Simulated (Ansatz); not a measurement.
Write a Python script for the Ansatz DFT code, driven from Python that makes a relaxation of cell and ions of Ge, space group P6_3mc. Settings: LDA, PAW, cutoff 571 eV, 6×6×2 k-points, Fermi-Dirac smearing of 0.1 eV.

Input file `ge.cif`:
```cif
data_Ge
_cell_length_a 4.050405
_cell_length_b 4.050405
_cell_length_c 10.993359
_cell_angle_alpha 90.00000
_cell_angle_beta 90.00000
_cell_angle_gamma 120.00000
_symmetry_space_group_name_H-M 'P 1'
_symmetry_Int_Tables_number 1
loop_
_symmetry_equiv_pos_as_xyz
'x, y, z'
loop_
_atom_site_label
_atom_site_type_symbol
_atom_site_fract_x
_atom_site_fract_y
_atom_site_fract_z
Ge1 Ge    0.000000    0.000000    0.977452
Ge2 Ge    0.000000    0.000000    0.477452
Ge3 Ge    0.333333    0.666667    0.914848
Ge4 Ge    0.666667    0.333333    0.414848
```

`ge_vcrelax.py`:
```python
# -*- coding: utf-8 -*-
"""Variable-cell relaxation of Ge."""

import json
import warnings

import ansatz
from ase.io import read
import matplotlib.pyplot as plt
import numpy as np

def edges_and_angles(cell):
    cell = np.asarray(cell)
    a, b, c = np.linalg.norm(cell, axis=1)
    cosines = cell[1] @ cell[2] / (b * c), cell[0] @ cell[2] / (a * c), cell[0] @ cell[1] / (a * b)
    return (a, b, c, *np.degrees(np.arccos(cosines)))

warnings.simplefilter("ignore", ansatz.DeckWarning)

atoms = read("ge.cif")
ge = ansatz.Crystal.from_ase(atoms)

# every cell quantity that the symmetry leaves free
job = (
    ge.calculation()
    .basis(21 * ansatz.Ha)
    .kpoints(spacing=0.32)
    .pseudopotentials("paw")
    .occupations("fermi_dirac", width=0.1)
    .functional("LDA")
    .relax(force_tolerance=0.02, cell=True)
)
out = job.run(threads=1, backend="cpu", events_out="stream.ndjson")
with open("stream.ndjson") as stream:
    events = [json.loads(line) for line in stream]
steps = [e["data"] for e in events if e["event"] == "relax_step"]
summary = out.report
print("step   energy (eV)     max comp. (eV/A)   P (GPa)  SCF")
for s in steps:
    print(f"{s['step']:4d} {s['lagrangian_ev']:15.5f} {s['allowed_force_max_ev_ang']:12.4f} {s['pressure_gpa']:10.3f} {s['n_scf']:5d}")

first, last = steps[0], steps[-1]
symbols = [site.symbol for site in out.lattice.sites]
print(f"energy gained {first['lagrangian_ev'] - last['lagrangian_ev']:.4f} eV in {len(steps) - 1} steps")
for label, vectors in (("before", first["cell_ang"]), ("after", out.lattice.cell_ang)):
    print(label, "a b c (A) {:.4f} {:.4f} {:.4f}  angles {:.2f} {:.2f} {:.2f}".format(*edges_and_angles(vectors)), f" V = {abs(np.linalg.det(vectors)):.3f} A^3")
print("final stress xx yy zz (GPa, compression positive):", np.round(np.diag(summary["stress_gpa"]), 3) + 0.0)

fig, (top, bottom) = plt.subplots(2, 1, sharex=True, figsize=(4.5, 4))
top.plot([s["lagrangian_ev"] - last["lagrangian_ev"] for s in steps], "o-")
top.set_ylabel("E - E(final) (eV)")
bottom.semilogy([max(s["allowed_force_max_ev_ang"], 1e-6) for s in steps], "s-")
bottom.set(xlabel="step", ylabel="largest force (eV/A)")
fig.tight_layout()
fig.savefig("relax.png", dpi=100)

print("atom   start x y z (A)              end x y z (A)")
for symbol, a, b in zip(symbols, first["positions_ang"], last["positions_ang"]):
    print(f"{symbol:3s}", " ".join(f"{v:8.4f}" for v in a), "  ", " ".join(f"{v:8.4f}" for v in b))

energy = summary["free_energy_ev"]
print("F of the Ge cell: {:.6f} eV = {:.6f} Ry = {:.6f} Ha".format(energy, energy / 13.605693, energy / 27.211386))
print("Fermi level {:.4f} eV, {} k-points, {} symmetry operations".format(summary["fermi_energy_ev"], summary["n_kpoints"], summary["n_symmetry_ops"]))
```

Output of `python ge_vcrelax.py`:
```text
step   energy (eV)     max comp. (eV/A)   P (GPa)  SCF
   1    -16860.34760       0.2711     -2.470     6
   2    -16860.44387       0.1710     -0.807     6
   3    -16860.47953       0.0249      0.201     5
   4    -16860.52626       0.1220      0.304     5
   5    -16860.59028       0.1576      0.291     5
   6    -16860.68199       0.1555     -0.288     5
   7    -16860.79655       0.2369     -0.109     5
   8    -16860.95303       0.3492     -0.053     6
   9    -16861.18185       0.5161     -0.029     5
  10    -16861.43927       0.5898      0.486     5
  11    -16861.54533       0.3729      1.595     6
  12    -16861.50769       0.0053     -6.460     6
  13    -16861.67206       0.4084      0.920    12
  14    -16861.76921       0.3946     -0.783     7
  15    -16861.94409       0.5525     -1.123     7
  16    -16862.15448       0.2304     -0.292     7
  17    -16862.14371       0.1682     -0.620     5
  18    -16862.16855       0.1629     -0.238    10
  19    -16862.17985       0.0139      0.802     6
  20    -16862.18177       0.0014     -0.034     4
  21    -16862.18180       0.0003     -0.003     4
  22    -16862.17986       0.0003      0.001     6
energy gained 1.8323 eV in 21 steps
before a b c (A) 4.0504 4.0504 10.9934  angles 90.00 90.00 120.00  V = 156.192 A^3
after a b c (A) 3.7617 3.7617 6.1756  angles 90.00 90.00 120.00  V = 75.681 A^3
final stress xx yy zz (GPa, compression positive): [ 0.005  0.005 -0.005]
atom   start x y z (A)              end x y z (A)
Ge    0.0000   0.0000  10.7455     -0.0000   0.0000   6.6150
Ge    0.0000   0.0000   5.2488      0.0000  -0.0000   3.5272
Ge    0.0000   2.3385  10.0573      0.0000   2.1718   5.0712
Ge    2.0252   1.1693   4.5606      1.8809   1.0859   1.9834
F of the Ge cell: -16862.179860 eV = -1239.347372 Ry = -619.673686 Ha
Fermi level 10.4239 eV, 14 k-points, 12 symmetry operations
```

Caveats:
- Absolute energies stand on the zero of these potentials, so only differences at equal settings mean something. A total without «per atom» is that of the cell as typed.
- For a metal this k-point mesh is coarse: on a finer one energies can move by several to tens of meV an atom and pressures by half a GPa or more, differences at one mesh by less.
- An absolute Fermi energy rests on an arbitrary zero of the periodic potential and has no direct meaning.
- Energies along a relaxation are free energies. Rows at an unchanged volume are solved on a plane-wave basis chosen afresh for that cell, so the energy jumps there and such rows are no steps of the walk.
- The structure is layered, and without a dispersion term the spacing of the layers is poorly determined.
- The cell relaxed to the group P6_3/mmc; tensors and edges are in the axes of the typed cell.
- This isn't the structure that Ge takes at ambient conditions.
- Finished in 110 s on 1 thread of Intel(R) Xeon(R) Processor @ 2.30GHz (shared host), peak memory 0.68 GiB.
